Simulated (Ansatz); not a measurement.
## NbTe under changes of volume

One of the cells (21.934 Å³/atom); the others are scaled copies at fixed shape and fractional positions:

```
CELL_PARAMETERS angstrom
3.70297 0.00000 0.00000
-1.85149 3.20687 0.00000
0.00000 0.00000 3.69421
ATOMIC_POSITIONS crystal
Te 0.66667 0.33333 0.00000
Nb 0.00000 0.00000 0.50000
```

The cell comes from a database or a generator and needn't be the stable form of this composition.

| Property | Result |
| --- | --- |
| Program | Ansatz 0.2.0 |
| Functional | PBEsol |
| Potentials or basis | Ansatz PAW |
| Cutoff | 420 eV (not typed: the program's choice for these potentials) |
| k mesh | 8 × 8 × 7 |
| Occupations | fermi-dirac, width 0.05 eV |
| Spin | no spin polarisation |

```csv
volume (Å³/atom),energy over the lowest point (meV/atom),pressure (GPa)
20.618,?,?
21.057,0.00,-0.2
21.496,4.45,-2.9
21.934,15.73,-5.2
22.373,33.11,-7.3
22.812,55.89,-9.2
23.250,83.46,-10.8
```

**Question.** What does the run at 20.618 Å³/atom give?

**Answer.** Energy over the lowest point 3.25 meV/atom; pressure 2.7 GPa.

Worked out: A Birch-Murnaghan fit of order 3 (a polynomial in V^(-2/3)) to the other rows has its minimum at 21.01 Å³/atom, just outside them, with B0 = V·E''(V) = 136 GPa and B' = 4.6 at fixed shape and positions, which overstates the stiffness. It gives 3.22 meV/atom at 20.618 Å³/atom, against the run's 3.25, and -dE/dV = 2.7 GPa, against 2.7.

Energies are extrapolated to zero smearing.

Caveats: the PAW data sets come from PBE, with cores solved anew for the run's functional, which leaves a small shift of forces and pressure.
